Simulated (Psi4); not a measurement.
**singlet C2H3BF+: levels of theory compared**

We compute a comparison of 3 runs (HF/3-21G, B3LYP/6-31G*, HSE06/def2-SVPD) of singlet C2H3BF+. 

Program for the calculation: Psi4 1.11.

### 1 The structure to begin with

C2H3BF+: 7 atoms, total charge +1, spin state singlet. As SMILES of the parent species, `C=[C]BF`. The coordinates come from a GFN2-xTB relaxation. This is one conformer, not always the lowest. That shape belongs to the parent species and isn't relaxed for this state.

Bond lengths: C1–C2 1.284 Å, C2–B3 1.482 Å, B3–F4 1.336 Å, C1–H5 1.085 Å, C1–H6 1.085 Å, B3–H7 1.175 Å. Angles: C1–C2–B3 178.7°, C2–B3–F4 119.5°, C2–C1–H5 123.1°, C2–C1–H6 123.2°, C2–B3–H7 123.2°, F4–B3–H7 117.2°, H5–C1–H6 113.7°.

### 2 A single-point energy at HF/3-21G (run 1)

input.json

```json
{
  "schema_name": "qcschema_input",
  "schema_version": 1,
  "molecule": {
    "schema_name": "qcschema_molecule",
    "schema_version": 2,
    "symbols": ["C", "C", "B", "F", "H", "H", "H"],
    "geometry": [-1.39696114, 2.20495134, 0.21476737, -0.10525775, 0.16125033, 0.00396842, 1.37553165, -2.19580507, -0.30396245, 2.41820693, -3.28475974, 1.72205073, -0.5651037, 4.0744385, 0.0800488, -3.4196295, 2.22566274, 0.54868198, 1.6932135, -3.1857381, -2.26559265],
    "molecular_charge": 1,
    "molecular_multiplicity": 1,
    "fix_symmetry": "c1"
  },
  "driver": "energy",
  "model": {
    "method": "scf",
    "basis": "3-21G"
  },
  "keywords": {
    "puream": true,
    "e_convergence": 1e-09,
    "d_convergence": 1e-08,
    "scf_type": "pk",
    "scf_properties": ["MAYER_INDICES", "MULLIKEN_CHARGES", "WIBERG_LOWDIN_INDICES"]
  }
}
```

The run is started by

```console
psi4 --qcschema input.json -n 1 --memory 1600MB
```

stdout:

```text
[...]
  Running in c1 symmetry.
[...]
  Nuclear repulsion =   88.617305534210871
[...]
  Multiplicity = 1
[...]
  Nalpha       = 14
  Nbeta        = 14
[...]
    Number of basis functions: 42
[...]
   @RHF iter   1:  -200.10047524847715   -7.61148e-01   6.92723e-03 ADIIS/DIIS
[...]
   @RHF iter  13:  -200.16457616019613   -1.81899e-12   9.57948e-09 DIIS
[...]
    Orbital Energies [Eh]
    ---------------------
    Doubly Occupied:
       1A    -26.400796     2A    -11.570873     3A    -11.501326
       4A     -7.895594     5A     -1.814445     6A     -1.371631
       7A     -1.115446     8A     -0.983451     9A     -0.931695
      10A     -0.898883    11A     -0.894429    12A     -0.854616
      13A     -0.761305    14A     -0.703623
[...]
  @RHF Final Energy:  -200.16457616019613
   => Energetics <=
    Nuclear Repulsion Energy =             88.6173055342108711
    One-Electron Energy =                -442.1675351480022300
    Two-Electron Energy =                 153.3856534535952392
    Total Energy =                       -200.1645761601961340
[...]
 Multipole Moments:
 ------------------------------------------------------------------------------------
     Multipole            Electronic (a.u.)      Nuclear  (a.u.)        Total (a.u.)
 ------------------------------------------------------------------------------------
 L = 1.  Multiply by 2.5417464519 to convert [e a0] to [Debye]
 Dipole X            :          1.8878300           -3.3842497           -1.4964196
 Dipole Y            :         -2.6578981            4.7604221            2.1025240
 Dipole Z            :          0.9799040           -1.7760239           -0.7961199
 Magnitude           :                                                    2.7006824
[...]
  Mulliken Charges: (a.u.)
   Center  Symbol    Alpha    Beta     Spin     Total
       1     C     3.25080  3.25080  0.00000 -0.50161
       2     C     3.02280  3.02280  0.00000 -0.04560
       3     B     2.02178  2.02178  0.00000  0.95644
       4     F     4.64965  4.64965  0.00000 -0.29931
       5     H     0.28845  0.28845  0.00000  0.42310
       6     H     0.28842  0.28842  0.00000  0.42316
       7     H     0.47810  0.47810  0.00000  0.04380
   Total alpha = 14.00000, Total beta = 14.00000, Total charge =  1.00000
  Mayer Bond Indices:
[...]
```

The result, in JSON:

```text
{
 "driver": "energy",
 "model": {
  "method": "scf",
  "basis": "3-21G"
 },
 "success": true,
 "return_result": -200.16457616019613,
 "properties": {
  "calcinfo_nbasis": 42,
  "calcinfo_nmo": 42,
  "calcinfo_nalpha": 14,
  "calcinfo_nbeta": 14,
  "calcinfo_natom": 7,
  "nuclear_repulsion_energy": 88.61730553421087,
  "return_energy": -200.16457616019613,
  "scf_one_electron_energy": -442.16753514800223,
  "scf_two_electron_energy": 153.38565345359524,
  "scf_dipole_moment": [-1.4964196167152077, 2.102523955317369, -0.7961199343807919],
  "scf_total_energy": -200.16457616019613,
  "scf_iterations": 13
 }
}
```

Wall time 1.9 s (1 thread of Intel Xeon Platinum 8375C at 2.90GHz (Ice Lake), shared host); peak memory 0.18 GiB.

### 3 Energy and forces at B3LYP/6-31G(d) (Cartesian functions) (run 2)

c2h3bf.xyz

```xyz
7
C2H3BF
C     -0.739240     1.166810     0.113650
C     -0.055700     0.085330     0.002100
B      0.727900    -1.161970    -0.160850
F      1.279660    -1.738220     0.911270
H     -0.299040     2.156100     0.042360
H     -1.809590     1.177770     0.290350
H      0.896010    -1.685820    -1.198900
```

c2h3bf.py

```python
import psi4

psi4.set_memory('1600 MB')
psi4.set_num_threads(1)
psi4.core.set_output_file('psi4.out', False)

with open('c2h3bf.xyz') as f:
    atoms = ''.join(f.readlines()[2:])
mol = psi4.geometry('1 1\n' + atoms + 'symmetry c1\nno_reorient\nno_com')

options = {'basis': '6-31G*', 'reference': 'rks', 'puream': False, 'e_convergence': 1e-09, 'd_convergence': 1e-08, 'scf_type': 'pk', 'dft_radial_points': 99, 'dft_spherical_points': 590}
psi4.set_options(options)

result = psi4.gradient('B3LYP', molecule=mol)
print('gradient / Eh bohr^-1')
print(result.np.round(6))
```

The run is started by

```console
python c2h3bf.py
```

psi4.out:

```text
[...]
  Running in c1 symmetry.
[...]
  Nuclear repulsion =   88.617305522116666
[...]
  Multiplicity = 1
[...]
  Nalpha       = 14
  Nbeta        = 14
[...]
    Number of basis functions: 66
[...]
   @RKS iter   1:  -202.25336708326407   -2.60771e-01   6.41071e-03 ADIIS/DIIS
[...]
   @RKS iter  11:  -202.33269511809871   -2.07478e-12   3.65780e-09 DIIS
[...]
    Orbital Energies [Eh]
    ---------------------
    Doubly Occupied:
       1A    -24.942079     2A    -10.564407     3A    -10.497989
       4A     -7.067307     5A     -1.431198     6A     -1.082211
       7A     -0.892831     8A     -0.785270     9A     -0.736761
      10A     -0.735369    11A     -0.693435    12A     -0.669459
      13A     -0.595204    14A     -0.567595
[...]
  @RKS Final Energy:  -202.33269511809871
   => Energetics <=
    Nuclear Repulsion Energy =             88.6173055221166663
    One-Electron Energy =                -444.1922070105970306
    Two-Electron Energy =                 174.3617725021684066
    DFT Exchange-Correlation Energy =     -21.1195661317867618
    Empirical Dispersion Energy =           0.0000000000000000
    VV10 Nonlocal Energy =                  0.0000000000000000
    Total Energy =                       -202.3326951180987123
[...]
 Multipole Moments:
 ------------------------------------------------------------------------------------
     Multipole            Electronic (a.u.)      Nuclear  (a.u.)        Total (a.u.)
 ------------------------------------------------------------------------------------
 L = 1.  Multiply by 2.5417464519 to convert [e a0] to [Debye]
 Dipole X            :        -17.9214069           17.3366876           -0.5847193
 Dipole Y            :         24.1131075          -23.2302899            0.8828177
 Dipole Z            :        -13.7253026           13.6541972           -0.0711053
 Magnitude           :                                                    1.0612821
[...]
  -Total Gradient:
     Atom            X                  Y                   Z
    ------   -----------------  -----------------  -----------------
       1       -0.019206997858     0.030368633186     0.003695749455
       2        0.052787347588    -0.085523470913    -0.016480582459
       3       -0.057299428200     0.085309150321    -0.011670409809
       4        0.016155842430    -0.020280993426     0.018252673934
       5       -0.007637412159    -0.010624304084     0.001303958066
       6        0.012862115442     0.002577549319    -0.002010310039
       7        0.002328209055    -0.001816059066     0.006884880426
[...]
```

Standard output:

```text
gradient / Eh bohr^-1
[[-0.019207  0.030369  0.003696]
 [ 0.052787 -0.085523 -0.016481]
 [-0.057299  0.085309 -0.01167 ]
 [ 0.016156 -0.020281  0.018253]
 [-0.007637 -0.010624  0.001304]
 [ 0.012862  0.002578 -0.00201 ]
 [ 0.002328 -0.001816  0.006885]]
```

It took 12 s on 1 thread of Intel Xeon Platinum 8375C at 2.90GHz (Ice Lake), shared host; peak memory 0.9 GiB.

### 4 Energy and gradient at HSE06/def2-SVPD (run 3)

job.json

```json
{
 "schema_name": "qcschema_input",
 "schema_version": 1,
 "molecule": {
  "schema_name": "qcschema_molecule",
  "schema_version": 2,
  "symbols": ["C", "C", "B", "F", "H", "H", "H"],
  "geometry": [-1.39696114, 2.20495134, 0.21476737, -0.10525775, 0.16125033, 0.00396842, 1.37553165, -2.19580507, -0.30396245, 2.41820693, -3.28475974, 1.72205073, -0.5651037, 4.0744385, 0.0800488, -3.4196295, 2.22566274, 0.54868198, 1.6932135, -3.1857381, -2.26559265],
  "molecular_charge": 1,
  "molecular_multiplicity": 1,
  "fix_symmetry": "c1",
  "fix_com": true,
  "fix_orientation": true
 },
 "driver": "gradient",
 "model": {
  "method": "hse06",
  "basis": "def2-SVPD"
 },
 "keywords": {
  "puream": true,
  "e_convergence": 1e-09,
  "d_convergence": 1e-08,
  "scf_type": "pk",
  "dft_radial_points": 99,
  "dft_spherical_points": 590,
  "scf_properties": ["MULLIKEN_CHARGES", "MAYER_INDICES", "QUADRUPOLE"]
 }
}
```

The run is started by

```console
psi4 --qcschema job.json -n 1 --memory 1600MB
```

stdout (excerpt; [...] marks lines left out):

```text
[...]
  Running in c1 symmetry.
[...]
  Nuclear repulsion =   88.617305534210885
[...]
  Multiplicity = 1
[...]
  Nalpha       = 14
  Nbeta        = 14
[...]
    Number of basis functions: 107
[...]
   @RKS iter   1:  -201.87660436296659   -2.19804e-01   4.09715e-03 ADIIS/DIIS
[...]
   @RKS iter  11:  -201.96265036478434   -8.52651e-13   2.51983e-09 DIIS
[...]
  @RKS Final Energy:  -201.96265036478434
   => Energetics <=
    Nuclear Repulsion Energy =             88.6173055342108853
    One-Electron Energy =                -443.8057950096012974
    Two-Electron Energy =                 173.2739833692343439
    DFT Exchange-Correlation Energy =     -20.0481442586282910
    Empirical Dispersion Energy =           0.0000000000000000
    VV10 Nonlocal Energy =                  0.0000000000000000
    Total Energy =                       -201.9626503647843379
[...]
 Multipole Moments:
[...]
  Mulliken Charges: (a.u.)
   Center  Symbol    Alpha    Beta     Spin     Total
       1     C     3.05342  3.05342  0.00000 -0.10684
       2     C     2.69289  2.69289  0.00000  0.61423
       3     B     2.45065  2.45065  0.00000  0.09869
       4     F     4.64326  4.64326  0.00000 -0.28653
       5     H     0.40048  0.40048  0.00000  0.19904
       6     H     0.40138  0.40138  0.00000  0.19724
       7     H     0.35791  0.35791  0.00000  0.28418
   Total alpha = 14.00000, Total beta = 14.00000, Total charge =  1.00000
  Mayer Bond Indices:
[...]
  -Total Gradient:
     Atom            X                  Y                   Z
    ------   -----------------  -----------------  -----------------
       1       -0.024183557327     0.038266180325     0.004486195926
       2        0.055838911769    -0.090628928412    -0.018014592283
       3       -0.058162862566     0.085456832707    -0.016265843164
       4        0.017217763255    -0.021670137569     0.019212729418
       5       -0.009948206180    -0.015127626310     0.001681333906
       6        0.017872549699     0.002797193509    -0.002833666068
       7        0.001346026440     0.000928221352     0.011699723870
[...]
```

The result, in JSON:

```text
{
 "driver": "gradient",
 "model": {
  "method": "hse06",
  "basis": "def2-SVPD"
 },
 "success": true,
 "return_result": [-0.02418355732676078, 0.03826618032527401, 0.004486195925644726, 0.05583891176911186, -0.0906289284116099, -0.018014592283126494, -0.05816286256614883, 0.08545683270669607, -0.016265843163981747, 0.01721776325537562, -0.021670137568674502, 0.019212729417884822, -0.009948206179966945, -0.015127626309536152, 0.001681333905687088, 0.01787254969938301, 0.0027971935090256514, -0.0028336660682675777, 0.0013460264404197807, 0.0009282213518221477, 0.011699723870113227],
 "properties": {
  "calcinfo_nbasis": 107,
  "calcinfo_nmo": 107,
  "calcinfo_nalpha": 14,
  "calcinfo_nbeta": 14,
  "calcinfo_natom": 7,
  "nuclear_repulsion_energy": 88.61730553421089,
  "return_energy": -201.96265036478434,
  "return_gradient": [-0.02418355732676078, 0.03826618032527401, 0.004486195925644726, 0.05583891176911186, -0.0906289284116099, -0.018014592283126494, -0.05816286256614883, 0.08545683270669607, -0.016265843163981747, 0.01721776325537562, -0.021670137568674502, 0.019212729417884822, -0.009948206179966945, -0.015127626309536152, 0.001681333905687088, 0.01787254969938301, 0.0027971935090256514, -0.0028336660682675777, 0.0013460264404197807, 0.0009282213518221477, 0.011699723870113227],
  "scf_one_electron_energy": -443.8057950096013,
  "scf_two_electron_energy": 173.27398336923434,
  "scf_xc_energy": -20.04814425862829,
  "scf_dipole_moment": [-0.6395063236920002, 0.9450954320151723, -0.15750025809341928],
  "scf_total_energy": -201.96265036478434,
  "scf_total_gradient": [-0.02418355732676078, 0.03826618032527401, 0.004486195925644726, 0.05583891176911186, -0.0906289284116099, -0.018014592283126494, -0.05816286256614883, 0.08545683270669607, -0.016265843163981747, 0.01721776325537562, -0.021670137568674502, 0.019212729417884822, -0.009948206179966945, -0.015127626309536152, 0.001681333905687088, 0.01787254969938301, 0.0027971935090256514, -0.0028336660682675777, 0.0013460264404197807, 0.0009282213518221477, 0.011699723870113227],
  "scf_iterations": 11
 }
}
```

Run time: 56 s. Hardware: 1 thread of Intel Xeon Platinum 8375C at 2.90GHz (Ice Lake), shared host; peak memory 0.74 GiB.

### 5 All runs side by side

```csv
run,level,task,Cartesian functions,energy (Eh),HOMO energy (eV),LUMO energy (eV),HOMO–LUMO gap (eV),wall time
1,HF/3-21G,energy,no,-200.164576,-19.15,-7.71,11.44,1.9 s
2,B3LYP/6-31G* (Cartesian functions),gradient,yes,-202.332695,-15.45,-12.01,3.44,12 s
3,HSE06/def2-SVPD,gradient,no,-201.962650,-15.45,-12.37,3.08,56 s
```

### 6 Outcome

```
                       quantity          value
            run 3: total energy  -201.96265 Eh
             run 3: HOMO energy      -15.45 eV
             run 3: LUMO energy      -12.37 eV
           run 3: HOMO–LUMO gap        3.08 eV
run 3: largest force on an atom     5.552 eV/Å
```

In words: The HOMO–LUMO gap runs from 3.08 eV (HSE06/def2-SVPD) to 11.44 eV (HF/3-21G). The two ends differ in method and basis. Totals of different functionals can't be ranked against each other. All runs together took 70 s, the longest 56 s.
